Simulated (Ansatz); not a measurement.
# CHgN radical: geometry and frequencies at several levels

One table from this session's results is given with a row withheld; the runs are named, their logs left out.

Computed with Ansatz 0.2.0 (the levels named in each step, unless a step's input says otherwise).

## Starting point

Bond lengths: C1–N2 1.144 Å.

As a file:

```xyz
3

C     0.0000    0.0000   -1.6302
N     0.0000    0.0000   -0.4860
Hg    0.0000    0.0000    2.1162
```

The first run:

The input, input.yaml:

```yaml
crystal:
  periodic: [false, false, false]
  atoms:
    - { symbol: C, position_ang: [0.0, 0.0, -1.54226367] }
    - { symbol: "N", position_ang: [0.0, 0.0, -0.3510458] }
    - { symbol: Hg, position_ang: [0.0, 0.0, 1.89330947] }
magnetization:
  spin_polarized: true
  initial_magnetization: 1
basis:
  gaussian: { orbitals: def2-TZVPP }
hamiltonian:
  xc: pbe0
  dispersion: d4
relax:
  f_tol: 0.002
  max_steps: 150
```

Launch:

```console
ansatz run input.yaml --threads 2 --pin off --max-ram 5120MiB --backend cpu --events-out ev --progress --plain --runs-dir out
```

Steps of the session up to this table: Relaxation, PBE0-D4/def2-TZVPP; Frequencies, PBE0-D4/def2-TZVPP; Relaxation, PBE-D4/def2-TZVPP; Frequencies, PBE-D4/def2-TZVPP; Relaxation, r2SCAN-D4/def2-TZVPP; Frequencies, r2SCAN-D4/def2-TZVPP; Relaxation, B3LYP-D4/def2-TZVPP; Frequencies, B3LYP-D4/def2-TZVPP; Relaxation, B2PLYP/def2-TZVPP.

One table of the session follows, with a row left open; its other results are not shown here.

```
               level  C1–N2 (Å)  N2–Hg3 (Å)  rotational constants (MHz)  dipole (D)  highest frequency (cm⁻¹)
  PBE0-D4/def2-TZVPP     1.1721      2.1073                      2965.1        4.70                      2151
   PBE-D4/def2-TZVPP     1.1830      2.1974                      2770.4        3.69                      2050
r2SCAN-D4/def2-TZVPP          ?           ?                           ?           ?                         ?
 B3LYP-D4/def2-TZVPP     1.1726      2.1565                      2862.8        4.53                      2125
   B2PLYP/def2-TZVPP     1.1793      2.1085                      2953.6        4.98                         -
```

Q: Estimate the row for r2SCAN-D4/def2-TZVPP from the others.

**Answer.** C1–N2 (Å): 1.1759; N2–Hg3 (Å): 2.1353; rotational constants (MHz): 2902; dipole (D): 4.11; highest frequency (cm⁻¹): 2107. In the column «C1–N2 (Å)» it lies between B3LYP-D4/def2-TZVPP (1.1726) and B2PLYP/def2-TZVPP (1.1793).
